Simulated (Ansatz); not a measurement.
This script for Ansatz 0.2.0, Python API starts 2 runs on CH3BF2Se, SMILES FBC(F)[SeH]. What input does the engine get in each?

Script `spin_ch3bf2se.py`:
```python
import warnings

import ansatz as az
from ase import Atoms

BASIS = "def2-SVPD"
FUNCTIONAL = "r2SCAN"
DISPERSION = "d4"

warnings.simplefilter("ignore", az.DeckWarning)

atoms = Atoms(["F", "B", "C", "F", "Se", "H", "H", "H"], positions=[
    [-1.5622, 0.8289, 0.7606],
    [-0.2042, 0.9861, 0.4541],
    [0.4867, -0.0971, -0.4646],
    [-0.0244, -0.1456, -1.689],
    [0.4318, -1.8506, 0.3891],
    [0.4097, 1.9285, 0.8656],
    [1.6106, 0.1857, -0.5831],
    [-1.056, -1.893, 0.2115],
])
ch3bf2se = az.Crystal.molecule_from_ase(atoms)

setup = (
    ch3bf2se.calculation()
    .basis(gaussian=BASIS)
    .functional(FUNCTIONAL, dispersion=DISPERSION)
)
found = {}
for unpaired in [0, 2]:
    report = setup.spin("collinear", total=unpaired).run().report
    s = unpaired / 2
    found[unpaired] = report["free_energy_ev"]
    print(f"2S+1 = {unpaired + 1}: E = {found[unpaired]:.5f} eV, <S^2> = {abs(report['mean_field']['state']['spin_squared']):.3f} (pure state {s * (s + 1):.2f})")
lowest = min(found, key=found.get)
for unpaired, e in found.items():
    print(f"multiplicity {unpaired + 1}: {(e - found[lowest]):.3f} eV above the lowest")
```

Run 1:
```yaml
crystal:
  periodic: [false, false, false]
  atoms:
    - { symbol: F, position_ang: [-1.5622, 0.8289, 0.7606] }
    - { symbol: B, position_ang: [-0.2042, 0.9861, 0.4541] }
    - { symbol: C, position_ang: [0.4867, -0.0971, -0.4646] }
    - { symbol: F, position_ang: [-0.0244, -0.1456, -1.689] }
    - { symbol: Se, position_ang: [0.4318, -1.8506, 0.3891] }
    - { symbol: H, position_ang: [0.4097, 1.9285, 0.8656] }
    - { symbol: H, position_ang: [1.6106, 0.1857, -0.5831] }
    - { symbol: H, position_ang: [-1.056, -1.893, 0.2115] }
basis:
  gaussian:
    orbitals: def2-SVPD
hamiltonian:
  xc: r2scan
  dispersion: d4
magnetization:
  spin_polarized: true
  initial_magnetization: 0.0
```

Run 2, against run 1:
```diff
-  initial_magnetization: 0.0
+  initial_magnetization: 2.0
```

```console
$ python spin_ch3bf2se.py
2S+1 = 1: E = -72529.60998 eV, <S^2> = 0.000 (pure state 0.00)
2S+1 = 3: E = -72525.81917 eV, <S^2> = 2.008 (pure state 2.00)
multiplicity 1: 0.000 eV above the lowest
multiplicity 3: 3.791 eV above the lowest
```

In order: multiplicity 1 (+0.00 eV) and multiplicity 3 (+3.79 eV), all at the one geometry.

What to keep in mind:
- Total energies depend on the basis set; only differences at equal settings carry meaning.
- The geometry is a force-field or estimated start, not a minimum of this method, and the basis set is short of its limit. All parts are taken at fixed geometry, without zero-point energy.
- Finished in 50 s on 1 thread of Arm Neoverse V2 (shared host), peak memory 0.42 GiB.
